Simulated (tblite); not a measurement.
# C6H11NOSi: the cost of one run

Programs: tblite 0.8.0 and PySCF 2.14.0, with density-fitted response routines of our own. Each step states its level of theory. These are calculated values for one molecule in the gas phase, unless marked as measured. Atoms count from 0, in the outputs and in this text.

### Step 1. The molecule as given

20 atoms, charge 0, multiplicity 1; geometry from: force field or distance geometry start.

Bonds of the start (Å): C0–C1 1.52, C1–O2 1.23, C1–N3 1.37, N3–C4 1.45, C4–C5 1.51, C5–C6 1.34, C6–C7 1.51, C7–Si8 1.92, Si8–C4 1.94, C0–H9 1.10, C0–H10 1.08, C0–H11 1.09, N3–H12 1.01, C4–H13 1.09, C5–H14 1.08, C6–H15 1.09, C7–H16 1.10, C7–H17 1.09, Si8–H18 1.48, Si8–H19 1.50.

### Step 2. Optimising the geometry with GFN2-xTB

What the job is given:

```
{"job": {"kind": "relax", "xc": "GFN2-xTB", "basis": "xTB"}, "charge": 0, "multiplicity": 1}
C      3.267900    -0.715500     0.173400
C      2.143400     0.146300     0.710600
O      2.359900     1.233400     1.235900
N      0.895400    -0.397000     0.548200
C     -0.300000     0.285500     1.004300
C     -1.385400    -0.748000     1.211400
C     -2.489400    -0.695200     0.450500
C     -2.601200     0.399300    -0.578700
Si    -0.985900     1.420000    -0.407400
H      3.021800    -1.776400     0.290500
H      4.179800    -0.503200     0.718700
H      3.397400    -0.486500    -0.883500
H      0.791500    -1.278000     0.067500
H     -0.105300     0.869400     1.900900
H     -1.258500    -1.487000     1.992300
H     -3.302300    -1.409700     0.590800
H     -2.677800    -0.028400    -1.584300
H     -3.480000     1.019400    -0.384400
H     -0.188900     1.353200    -1.658200
H     -1.287300     2.809200     0.056200
```

The run is started by

```
OMP_NUM_THREADS=1 python probes_run.py task.json out
```

The driver reads the jobs from task.json and runs them one after another.

Q: Estimate the wall time of this first job on 1 thread of Arm Neoverse V1, shared host.

About 1.4 s.
